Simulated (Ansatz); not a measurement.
# KSrCeSbO6 (F-43m): the equilibrium volume

Aim: the volume at which the pressure of KSrCeSbO6 (F-43m) vanishes.

Method: DFT PBEsol+U (U_eff = 5 eV on Ce 4f), scalar-relativistic, plane waves, PAW, in Ansatz 0.2.0.

3 further runs of the same task are left out: 3 set aside as unsound or not needed.

**1. The structure to begin with**

The structure is cubic, space group F-43m (No. 216). Conventional cell: a = 8.492 Å, b = 8.492 Å, c = 8.492 Å, α = 90.00°, β = 90.00°, γ = 90.00°. Ce (site symmetry -43m) has 6 O at 2.23 Å as nearest neighbours. K (site symmetry -43m) has 12 O at 3.00 Å as nearest neighbours. O (site symmetry 2mm) is surrounded by 1 Sb at 2.02 Å and 1 Ce at 2.23 Å. Around Sb (site symmetry -43m) lie 6 O at 2.02 Å. Sr (site symmetry -43m) has 12 O at 3.00 Å as nearest neighbours.

Structure file:

```cif
data_structure
_symmetry_space_group_name_H-M 'P 1'
_symmetry_Int_Tables_number 1
_cell_length_a 6.0051
_cell_length_b 6.0051
_cell_length_c 6.0051
_cell_angle_alpha 60.000
_cell_angle_beta 60.000
_cell_angle_gamma 60.000
_cell_volume 153.12
loop_
_atom_site_label
_atom_site_type_symbol
_atom_site_fract_x
_atom_site_fract_y
_atom_site_fract_z
_atom_site_occupancy
Ce1 Ce 0.00000 0.00000 0.00000 1
K1 K 0.25000 0.25000 0.25000 1
O1 O 0.73741 0.26259 0.26259 1
O2 O 0.26259 0.73741 0.73741 1
O3 O 0.26259 0.73741 0.26259 1
O4 O 0.73741 0.26259 0.73741 1
O5 O 0.26259 0.26259 0.73741 1
O6 O 0.73741 0.73741 0.26259 1
Sb1 Sb 0.50000 0.50000 0.50000 1
Sr1 Sr 0.75000 0.75000 0.75000 1
```

**2. At the starting volume (PBEsol+U, 4×4×4 mesh)**

File input.yaml:

```yaml
crystal:
  lattice:
    - [0.0, 4.24622469, 4.24622469]
    - [4.24622469, 0.0, 4.24622469]
    - [4.24622469, 4.24622469, 0.0]
  atoms:
    - { symbol: Ce, position: [0.0, 0.0, 0.0] }
    - { symbol: K, position: [0.25, 0.25, 0.25] }
    - { symbol: O, position: [0.73740685, 0.26259315, 0.26259315] }
    - { symbol: O, position: [0.26259315, 0.73740685, 0.73740685] }
    - { symbol: O, position: [0.26259315, 0.73740685, 0.26259315] }
    - { symbol: O, position: [0.73740685, 0.26259315, 0.73740685] }
    - { symbol: O, position: [0.26259315, 0.26259315, 0.73740685] }
    - { symbol: O, position: [0.73740685, 0.73740685, 0.26259315] }
    - { symbol: Sb, position: [0.5, 0.5, 0.5] }
    - { symbol: Sr, position: [0.75, 0.75, 0.75] }
basis:
  ecutwfc: 420
kpoints:
  mp_grid: { grid: [4, 4, 4] }
hamiltonian:
  xc: pbesol
  hubbard: { sites: [{ species: Ce, l: f, u_eff: 5.0 }] }
scf:
  occupations: { method: gaussian, width: 0.1 }
output:
  forces: true
  stress: true
  eigenvalues: true
```

Run with:

```
$ ansatz run input.yaml --threads 8 --pin off --max-ram 14336MiB --backend cpu --events-out ev --progress --plain --runs-dir out
```

Output (excerpt; [...] marks lines left out):

```text
Warning: RAYON_NUM_THREADS=8 ignored (pool sized by the plan → 8); use --threads N
Ce: projections on atomic orbitals take those of the free atom [Kr 4d10] 4f1 5s2 5p6 5d1 6s2, of charge +0.00 (hamiltonian.pseudopotentials.projection_atoms); the dataset's partial waves leave at most 1.4e-5 of an orbital's norm unspanned inside its sphere
K: projections on atomic orbitals take those of the free atom [Ne] 3s2 3p6 4s1, of charge +0.00 (hamiltonian.pseudopotentials.projection_atoms); the dataset's partial waves leave at most 2.3e-7 of an orbital's norm unspanned inside its sphere
O: projections on atomic orbitals take those of the free atom [He] 2s2 2p4, of charge +0.00 (hamiltonian.pseudopotentials.projection_atoms); the dataset's partial waves leave at most 1.9e-8 of an orbital's norm unspanned inside its sphere
Sb: projections on atomic orbitals take those of the free atom [Kr] 4d10 5s2 5p3, of charge +0.00 (hamiltonian.pseudopotentials.projection_atoms); the dataset's partial waves leave at most 3.6e-6 of an orbital's norm unspanned inside its sphere
Sr: projections on atomic orbitals take those of the free atom [Ar 3d10] 4s2 4p6 5s2, of charge +0.00 (hamiltonian.pseudopotentials.projection_atoms); the dataset's partial waves leave at most 2.8e-6 of an orbital's norm unspanned inside its sphere
[...]
Pseudopotentials: kind: paw
Pseudopotential: Ce, paw, valence charge 12, recommended cutoff 420 eV (normal), Ce.paw.azcp
[...]
Crystal: 10 atoms, lattice volume = 153.122 Å³
Basis set: ecut = 420 eV, 2975 PW (Γ), exchange–correlation on 90×90×90 points (8 copies of the dense FFT grid, shifted against one another)
Bands: 51, of which v1, the nominal top of the filled ones, is band 41 counted from 1 (40 counted from 0)
Symmetry: 24 space group operations
Space group: F-43m (ITA 216), of the structure as read, at distance tolerance 5.3e-5 Å
k-points: 8 of 64 (time reversal used)
[...]
SCF iter   1: F=—  HF=-21279.116249 eV  |F-HF|=—  |Δ(HF+E_count)|=         —  Δρ=1.17e-1  dr2=1.36e1  ethr=3.10e-3  ⟨swp⟩=9.1  Hψ=2168  notcnv=0
[...]
SCF iter  10: F=-21273.330128 eV  HF=-21273.330128 eV  |F-HF|=2.03e-8  |Δ(HF+E_count)|=   7.43e-7  Δρ=5.41e-6  dr2=6.21e-8  ethr=1.22e-10  ⟨swp⟩=14.6  Hψ=2804  notcnv=0
[...]
SCF converged after 10 iterations
Free energy (F): -21273.330128 eV
[...]
E sigma→0 (E₀):  -21273.330128 eV
Fermi energy:    8.877766 eV
[...]
--- Forces (eV/Å), atoms counted from 1 ---
  atom   1  Ce     0.00000000     0.00000000     0.00000000
  atom   2  K      0.00000000    -0.00000000     0.00000000
  atom   3  O      0.06484173    -0.00000000     0.00000000
  atom   4  O     -0.06484173     0.00000000    -0.00000000
  atom   5  O      0.00000000     0.06484173    -0.00000000
  atom   6  O     -0.00000000    -0.06484173     0.00000000
  atom   7  O      0.00000000    -0.00000000     0.06484173
  atom   8  O     -0.00000000     0.00000000    -0.06484173
[...]
--- Stress (GPa, compression-positive) ---
       -5.453885      -0.000000      -0.000000
        0.000000      -5.453885       0.000000
       -0.000000       0.000000      -5.453885
  P = ⅓ Tr σ = -5.4539 GPa (-54.539 kbar)
--- Band table (eV; the first three rows and the last of 8) ---
[...]
Occupation matrices written to <dir>
```

Run time: 2.1 s. Hardware: 8 threads of Arm Neoverse V1, shared host; peak memory 0.8 GiB.

In short: volume 15.312 Å³/atom, pressure -5.45 GPa, gap on the mesh 2.25 eV.

**3. Relaxing cell and atoms**

input.yaml: that of step 2 with these lines changed.

```diff
@@ -19,3 +19,3 @@
 kpoints:
-  mp_grid: { grid: [4, 4, 4] }
+  mp_grid: { grid: [6, 6, 6] }
 hamiltonian:
@@ -24,3 +24,3 @@
 scf:
-  occupations: { method: gaussian, width: 0.1 }
+  occupations: { method: gaussian, width: 0.02 }
 output:
@@ -29 +29,10 @@
   eigenvalues: true
+  write_density: true
+  write_potential: true
+  elf: true
+  volumetric_format: npy
+relax:
+  adjacent_minimum: "off"
+  f_tol: 0.005
+  max_steps: 80
+  cell: { stress_tol: 0.05 }
```

Run with:

```
$ ansatz run input.yaml --threads 8 --pin off --max-ram 14336MiB --backend cpu --events-out ev --progress --plain --runs-dir out
```

Output:

```text
Warning: RAYON_NUM_THREADS=8 ignored (pool sized by the plan → 8); use --threads N
Ce: projections on atomic orbitals take those of the free atom [Kr 4d10] 4f1 5s2 5p6 5d1 6s2, of charge +0.00 (hamiltonian.pseudopotentials.projection_atoms); the dataset's partial waves leave at most 1.4e-5 of an orbital's norm unspanned inside its sphere
K: projections on atomic orbitals take those of the free atom [Ne] 3s2 3p6 4s1, of charge +0.00 (hamiltonian.pseudopotentials.projection_atoms); the dataset's partial waves leave at most 2.3e-7 of an orbital's norm unspanned inside its sphere
O: projections on atomic orbitals take those of the free atom [He] 2s2 2p4, of charge +0.00 (hamiltonian.pseudopotentials.projection_atoms); the dataset's partial waves leave at most 1.9e-8 of an orbital's norm unspanned inside its sphere
Sb: projections on atomic orbitals take those of the free atom [Kr] 4d10 5s2 5p3, of charge +0.00 (hamiltonian.pseudopotentials.projection_atoms); the dataset's partial waves leave at most 3.6e-6 of an orbital's norm unspanned inside its sphere
Sr: projections on atomic orbitals take those of the free atom [Ar 3d10] 4s2 4p6 5s2, of charge +0.00 (hamiltonian.pseudopotentials.projection_atoms); the dataset's partial waves leave at most 2.8e-6 of an orbital's norm unspanned inside its sphere
Engine: ansatz 0.2.0, aarch64-unknown-linux-gnu
[... 2 set-up lines as earlier in the session ...]
Pseudopotential: K, paw, valence charge 9, recommended cutoff 420 eV (normal), K.paw.azcp
Pseudopotential: O, paw, valence charge 6, recommended cutoff 420 eV (normal), O.paw.azcp
Pseudopotential: Sb, paw, valence charge 15, recommended cutoff 420 eV (normal), Sb.paw.azcp
Pseudopotential: Sr, paw, valence charge 10, recommended cutoff 420 eV (normal), Sr.paw.azcp
Functional definition: PBEsol
  exchange = pbesol_x
  correlation = pbesol_c
Crystal: 10 atoms, lattice volume = 153.122 Å³
Basis set: ecut = 420 eV, 2975 PW (Γ), exchange–correlation on 90×90×90 points (8 copies of the dense FFT grid, shifted against one another)
Bands: 51, of which v1, the nominal top of the filled ones, is band 41 counted from 1 (40 counted from 0)
[... 2 set-up lines as earlier in the session ...]
k-points: 16 of 216 (time reversal used)
Non-local potential: Ce, projectors of the file, l = 0: 3, l = 1: 2, l = 2: 2, l = 3: 3
Non-local potential: K, projectors of the file, l = 0: 3, l = 1: 2, l = 2: 2
Non-local potential: O, projectors of the file, l = 0: 2, l = 1: 2, l = 2: 1
Non-local potential: Sb, projectors of the file, l = 0: 2, l = 1: 2, l = 2: 2, l = 3: 2
Non-local potential: Sr, projectors of the file, l = 0: 3, l = 1: 2, l = 2: 2
PAW form: soft (Blöchl's): semilocal exchange-correlation on the pseudo side does not see the compensation charge
PAW frozen core: Ce, regenerated for the run's functional, and the local potential with it (the file was generated under x = pbe(κ = 0.804, μ = 0.2195149727645171), c = pbe(β = 0.06672455060314922))
PAW frozen core: K, regenerated for the run's functional, and the local potential with it (the file was generated under x = pbe(κ = 0.804, μ = 0.2195149727645171), c = pbe(β = 0.06672455060314922))
PAW frozen core: O, regenerated for the run's functional, and the local potential with it (the file was generated under x = pbe(κ = 0.804, μ = 0.2195149727645171), c = pbe(β = 0.06672455060314922))
PAW frozen core: Sb, regenerated for the run's functional, and the local potential with it (the file was generated under x = pbe(κ = 0.804, μ = 0.2195149727645171), c = pbe(β = 0.06672455060314922))
PAW frozen core: Sr, regenerated for the run's functional, and the local potential with it (the file was generated under x = pbe(κ = 0.804, μ = 0.2195149727645171), c = pbe(β = 0.06672455060314922))
PAW one-centre angular grid: Ce, 590 points (default); XC on 64 Gauss nodes
PAW one-centre angular grid: K, 110 points (default); XC on 64 Gauss nodes
PAW one-centre angular grid: O, 110 points (default); XC on 64 Gauss nodes
PAW one-centre angular grid: Sb, 590 points (default); XC on 64 Gauss nodes
PAW one-centre angular grid: Sr, 110 points (default); XC on 64 Gauss nodes
Initial density: superposition of atomic densities (chi_scale 0.1, normalization cell, long waves of neutral atoms under a Hubbard term (reshape's long-wave potential 0.01 eV rms, cloud 2.70 Å wide))
Initial wavefunctions: pseudopotential atomic-orbital guess
Functional: x = pbesol(κ = 0.804, μ = 0.12345679012345678), c = pbesol(β = 0.046)
SCF iter   1: F=—  HF=-21279.113841 eV  |F-HF|=—  |Δ(HF+E_count)|=         —  Δρ=1.17e-1  dr2=1.36e1  ethr=3.10e-3  ⟨swp⟩=9.4  Hψ=4369  notcnv=0
preconditioner: auto → Resta (q_TF=auto, 2.459 Å⁻¹)  ε∞=3.6  [insulator: Δε(μ)=3.485 eV  Ē_g=16.293 eV  σ=0.020 eV  W_gap=1.00  n_scr=50 (ndim 8)  ℏωp=26.2 eV  f_vac=0.000  D(μ)=0.00/eV (n_scr^D=0)  ε∞_Penn≈3.6]
SCF iter   2: F=—  HF=-21274.199780 eV  |F-HF|=—  |Δ(HF+E_count)|=    4.91e0  Δρ=5.21e-2  dr2=2.71e0  ethr=3.10e-3  ⟨swp⟩=5.0  Hψ=2063  notcnv=0  defer=43
SCF iter   3: F=—  HF=-21273.332194 eV  |F-HF|=—  |Δ(HF+E_count)|=   8.68e-1  Δρ=1.33e-2  dr2=1.76e-1  ethr=3.10e-3  ⟨swp⟩=3.6  Hψ=1714  notcnv=0  defer=43
SCF iter   4: F=—  HF=-21273.338254 eV  |F-HF|=—  |Δ(HF+E_count)|=   6.06e-3  Δρ=8.50e-3  dr2=8.24e-2  ethr=2.15e-4  ⟨swp⟩=2.9  Hψ=1764  notcnv=0  defer=44
SCF iter   5: F=—  HF=-21273.334354 eV  |F-HF|=—  |Δ(HF+E_count)|=   3.90e-3  Δρ=4.49e-3  dr2=4.03e-2  ethr=1.01e-4  ⟨swp⟩=3.2  Hψ=1460  notcnv=0  defer=44
SCF iter   6: F=—  HF=-21273.343813 eV  |F-HF|=—  |Δ(HF+E_count)|=   9.46e-3  Δρ=6.81e-3  dr2=9.38e-2  ethr=4.92e-5  ⟨swp⟩=4.6  Hψ=1750  notcnv=0  defer=44  recentre
SCF iter   7: F=—  HF=-21273.329240 eV  |F-HF|=—  |Δ(HF+E_count)|=   1.46e-2  Δρ=5.63e-4  dr2=5.17e-4  ethr=4.92e-5  ⟨swp⟩=3.6  Hψ=1670  notcnv=0  defer=44
SCF iter   8: F=—  HF=-21273.329457 eV  |F-HF|=—  |Δ(HF+E_count)|=   2.17e-4  Δρ=1.95e-4  dr2=7.39e-5  ethr=6.31e-7  ⟨swp⟩=2.2  Hψ=1208  notcnv=0  defer=44
SCF iter   9: F=—  HF=-21273.329615 eV  |F-HF|=—  |Δ(HF+E_count)|=   1.58e-4  Δρ=4.86e-5  dr2=4.40e-6  ethr=9.01e-8  ⟨swp⟩=2.0  Hψ=1280  notcnv=0  defer=44
SCF iter  10: F=-21273.329616 eV  HF=-21273.329616 eV  |F-HF|=9.88e-9  |Δ(HF+E_count)|=   5.75e-7  Δρ=5.42e-6  dr2=6.49e-8  ethr=1.22e-10  ⟨swp⟩=19.9  Hψ=8446  notcnv=0
SCF 1 converged in 10 iterations: F = -21273.329616 eV  dr2 = 6.49e-8
relax step   1: F+E_penalty+E_count = -21273.32961555 eV  Δ(F+E_penalty+E_count) = +0.000e0 eV  max|allowed force component| = 6.467e-2 eV/Å  Δτ_max = 0.0000 Å  P = -5.452 GPa  Ω = 153.122 Å³  (10 SCF iters, dr2 threshold 1.00e-7 eV, accepted)
[... from here on, the SCF cycles and remarks between the steps are left out ...]
relax step   2: F+E_penalty+E_count = -21273.41329392 eV  Δ(F+E_penalty+E_count) = -8.368e-2 eV  max|allowed force component| = 5.141e-1 eV/Å  Δτ_max = 0.0142 Å  P = +3.346 GPa  Ω = 143.835 Å³  energy of the carried Pulay correction = +3.155e-2 eV  (7 SCF iters, dr2 threshold 1.00e-6 eV, accepted)
relax step   3: F+E_penalty+E_count = -21273.45555892 eV  Δ(F+E_penalty+E_count) = -4.227e-2 eV  max|allowed force component| = 3.102e-2 eV/Å  Δτ_max = 0.0139 Å  P = -0.288 GPa  Ω = 147.347 Å³  energy of the carried Pulay correction = +1.939e-2 eV  (7 SCF iters, dr2 threshold 1.00e-6 eV, accepted)
relax step   4: F+E_penalty+E_count = -21273.45676009 eV  Δ(F+E_penalty+E_count) = -1.201e-3 eV  max|allowed force component| = 5.071e-3 eV/Å  Δτ_max = 0.0007 Å  P = -0.028 GPa  Ω = 147.091 Å³  energy of the carried Pulay correction = +2.027e-2 eV  (5 SCF iters, dr2 threshold 2.08e-7 eV, accepted)
relax step   5: F+E_penalty+E_count = -21273.45685633 eV  Δ(F+E_penalty+E_count) = -9.624e-5 eV  max|allowed force component| = 1.611e-5 eV/Å  Δτ_max = 0.0001 Å  P = -0.000 GPa  Ω = 147.064 Å³  energy of the carried Pulay correction = +2.036e-2 eV  (6 SCF iters, dr2 threshold 1.61e-9 eV, accepted)
relax step   6: F+E_penalty+E_count = -21273.44019609 eV  Δ(F+E_penalty+E_count) = +1.666e-2 eV  max|allowed force component| = 2.166e-4 eV/Å  Δτ_max = 0.0000 Å  P = -0.196 GPa  Ω = 147.064 Å³  stress off target by 1.96e-1 GPa  SCF on the basis re-selected at this cell (its energy is not comparable with the rows above)  (6 SCF iters)
relax step   7: F+E_penalty+E_count = -21273.44098689 eV  Δ(F+E_penalty+E_count) = -7.908e-4 eV  max|allowed force component| = 7.024e-4 eV/Å  Δτ_max = 0.0001 Å  P = -0.000 GPa  Ω = 146.867 Å³  energy of the carried Pulay correction = +6.706e-4 eV  (5 SCF iters, dr2 threshold 9.57e-8 eV, accepted)
relax step   8: F+E_penalty+E_count = -21273.44054777 eV  Δ(F+E_penalty+E_count) = +4.391e-4 eV  max|allowed force component| = 7.225e-4 eV/Å  Δτ_max = 0.0000 Å  P = -0.004 GPa  Ω = 146.867 Å³  stress off target by 4.38e-3 GPa  SCF on the basis re-selected at this cell (its energy is not comparable with the rows above)  (6 SCF iters)
basis re-selected at this cell: Δ(F+E_penalty+E_count) = +4.391e-4 eV, ΔP = -0.004 GPa vs the last step (what re-selecting the basis moved, of the pressure what is left beyond the Pulay correction that the steps carried, after the strain that the cell walked since its last selection, with what the two solves' SCF thresholds leave and, on support functions, any second-order correction that the steps lacked; it is no measure of the basis error at this ecutwfc). This SCF's stress stands 4.38e-3 GPa from its target on what of the cell is left free (relax.cell.stress_tol is 5.00e-2 GPa) and its largest allowed force component is 7.22e-4 eV/Å (relax.f_tol is 5.00e-3 eV/Å): within both
SCF converged after 6 iterations
Free energy (F): -21273.440548 eV
Harris-Foulkes:  -21273.440548 eV  (|F-HF|=5.82e-11)
Internal energy: -21273.440548 eV  (E = F + TS)
E sigma→0 (E₀):  -21273.440548 eV
Fermi energy:    9.530662 eV
--- Per-component energies (eV) ---
  E_band       = -321.422186
  E_kinetic    = 2156.757753
  E_local      = -5236.872278  (includes V_loc(G=0)·N_el)
  E_nonlocal   = 803.360485
  E_hartree    = 1975.942149
  E_xc         = -1115.739580
  E_vxc        = -1248.438777  (∫ρ·V_xc dr)
  E_hubbard    = 1.751367  (on-site DFT+U / exact-exchange correction)
  E_vhub       = 1.615118  (the Hubbard potential's part of the band-sum identity)
  E_paw        = -14204.764973  (= ΣΔE_a)
  E_vpaw       = -749.743088  (= ΣTr[D̂ρ^β])
  E_aug_tail   = 0.014449  (compensation charges beyond the density's cutoff)
  E_ewald      = -5654.902033
  E_core_change = 1.012113  (= ΣΔE_core)
  E_smearing   = -0.000000  (= −TS)
  E_closure    = -0.000000  (closes the sum)
  Σ components = -21273.440548   (vs F -21273.440548, Δ=0.00e0)
--- Forces (eV/Å), atoms counted from 1 ---
  atom   1  Ce     0.00000000    -0.00000000    -0.00000000
  atom   2  K     -0.00000000    -0.00000000    -0.00000000
  atom   3  O      0.00072245     0.00000000     0.00000000
  atom   4  O     -0.00072245    -0.00000000    -0.00000000
  atom   5  O      0.00000000     0.00072245    -0.00000000
  atom   6  O     -0.00000000    -0.00072245    -0.00000000
  atom   7  O      0.00000000     0.00000000     0.00072245
  atom   8  O     -0.00000000    -0.00000000    -0.00072245
  atom   9  Sb     0.00000000     0.00000000     0.00000000
  atom  10  Sr    -0.00000000     0.00000000     0.00000000
  max |Σ_I F_I| component: 2.25e-17 eV/Å
--- Stress (GPa, compression-positive) ---
       -0.004378      -0.000000      -0.000000
       -0.000000      -0.004378       0.000000
       -0.000000       0.000000      -0.004378
  P = ⅓ Tr σ = -0.0044 GPa (-0.044 kbar)
--- Band table (eV; the first three rows and the last of 16) ---
  k-point 0: bands = ["-25.2475", "-25.1023", "-19.7718", "-19.7718", "-19.5486", "-19.5486", "-19.5486", "-19.0948", "-9.8569", "-9.8569", "-9.8569", "-9.4619", "-7.5221", "-7.5221", "-7.2762", "-7.2762", "-7.2762", "-6.0424", "-6.0424", "-6.0424", "-2.7637", "-2.7637", "-2.7637", "0.7657", "5.0607", "5.0607", "5.0607", "5.4116", "5.4116", "5.4116", "5.6074", "5.6074", "7.1737", "7.1737", "7.1737", "7.1863", "7.1863", "7.1863", "8.2685", "8.2685", "8.2685", "11.0953", "11.1254", "11.1254", "11.1254", "11.2102", "11.2102", "11.2102", "12.3346", "13.4966", "13.4966"]
[... 3 lines left out ...]
Occupation matrices written to <dir>
--- Relaxed structure (6 steps of the walk, 6 accepted, 2 SCFs on fresh bases) ---
  F+E_penalty+E_count = -21273.44054777 eV   max|allowed force component| = 7.225e-4 eV/Å   (the final SCF, on the basis selected at the relaxed cell)
  cell:  # Å, volume = 146.8674 Å³
    - [7.2017480469203885e-34, 4.187599783416632, 4.187599783416632]
    - [4.187599783416632, 6.0820331406097135e-33, 4.187599783416632]
    - [4.187599783416632, 4.187599783416632, 4.828888570479178e-33]
  atoms:
    - { symbol: Ce, position: [4.3406645379978404e-20, -1.0652800004891898e-33, -4.308747886983092e-20] }
    - { symbol: K, position: [0.25, 0.25, 0.25] }
    - { symbol: O, position: [0.737360342362584, 0.26263965763741604, 0.26263965763741604] }
    - { symbol: O, position: [0.26263965763741615, 0.7373603423625839, 0.7373603423625839] }
    - { symbol: O, position: [0.26263965763741604, 0.737360342362584, 0.26263965763741604] }
    - { symbol: O, position: [0.7373603423625839, 0.26263965763741615, 0.7373603423625839] }
    - { symbol: O, position: [0.26263965763741604, 0.26263965763741604, 0.737360342362584] }
    - { symbol: O, position: [0.7373603423625839, 0.7373603423625839, 0.26263965763741615] }
    - { symbol: Sb, position: [0.5, 0.5, 0.5] }
    - { symbol: Sr, position: [0.75, 0.75, 0.75] }
```

Run time: 22 s. Hardware: 8 threads of Arm Neoverse V1, shared host; peak memory 0.94 GiB.

The steps of the relaxation:

| step | energy from step 1 (meV/atom) | largest force component (eV/Å) | pressure (GPa) | volume (Å³/atom) |
| --- | --- | --- | --- | --- |
| 1 | 0.0 | 0.065 | -5.45 | 15.312 |
| 2 | -8.4 | 0.514 | 3.35 | 14.383 |
| 3 | -12.6 | 0.031 | -0.29 | 14.735 |
| 4 | -12.7 | 0.005 | -0.03 | 14.709 |
| 5 | -12.7 | 0.000 | 0.00 | 14.706 |
| 6 | -11.1 | 0.000 | -0.20 | 14.706 |
| 7 | -11.1 | 0.001 | 0.00 | 14.687 |
| 8 | -11.1 | 0.001 | 0.00 | 14.687 |

Step 1 is the start. Step 6 repeats a cell on a basis chosen anew, so the energy can jump there without a move. Step 8 repeats the geometry before it on a plane-wave basis chosen anew for the final cell, which leaves the energy as it was.

Result: volume 14.687 Å³/atom, pressure 0.00 GPa, mesh gap 2.52 eV.

**4. The cell, before and after**

How the cell compares, before and after:

| cell as typed | before | after | change |
| --- | --- | --- | --- |
| a (Å) | 6.005 | 5.922 | -1.4 % |
| b (Å) | 6.005 | 5.922 | -1.4 % |
| c (Å) | 6.005 | 5.922 | -1.4 % |
| volume (Å³/atom) | 15.312 | 14.687 | -4.1 % |
| shortest distance (Å) | 2.016 | 1.988 | -1.4 % |
| space group | F-43m | F-43m | same |

**5. What came out**

| quantity | value |
| --- | --- |
| volume | 14.687 Å³/atom |
| pressure | 0.00 GPa |
| conventional cell | a = 8.375 Å, b = 8.375 Å, c = 8.375 Å, α = 90.00°, β = 90.00°, γ = 90.00° |
| gap on the mesh | 2.52 eV |

In words: Over the 2 runs shown the cell moved from 15.31 to 14.69 Å³/atom, a change of -4.1 %, where the pressure is zero within 0.01 GPa. Spin–orbit coupling is left out, though the cell holds Ce; it splits the 4f levels.
